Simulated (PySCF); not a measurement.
# C2H6BeSe (BeMe(SeMe)): the cost of one run

Programs: PySCF 2.14.0, with routines of our own; each step states its level. All values are computed. Atoms count from 0.

### Step 1. The system as given

10 atoms, charge 0, multiplicity 1; geometry from: GFN2-xTB.

### Step 2. NMR shieldings: PBE0/pcJ-1 Se:dyall-v2z, spin–orbit

Job settings and geometry (Å):

```
{"job": {"kind": "hnmr", "xc": "PBE0", "basis": {"default": "pcJ-1", "Se": "dyall-v2z"}, "rel": "so"}, "charge": 0, "multiplicity": 1}
Be     0.205910    -0.752990     0.449380
C      0.354070    -0.917290     2.157370
H     -0.585310    -0.867190     2.706450
H      0.984060    -0.160300     2.623100
H      0.797590    -1.864840     2.462600
Se     0.138890    -0.719260    -1.562510
C     -0.404140     1.087850    -2.126680
H     -1.435170     1.255200    -1.831630
H     -0.310160     1.118950    -3.208680
H      0.254250     1.819860    -1.669400
```

Level: PBE0/pcJ-1 Se:dyall-v2z GIAO NMR shielding, X2C with spin-orbit coupling, screened-nuclear two-electron part, Gaussian nuclei, gas phase.

Started as:

```sh
> OMP_NUM_THREADS=1 python heavy_run.py task.json out
```

One launch serves the whole session: the jobs run in the order shown.

Q: Estimate the wall time and peak memory of this first job on 1 thread of Arm Neoverse V1, shared host.

About 80 s, with a peak of 1.4 GiB.
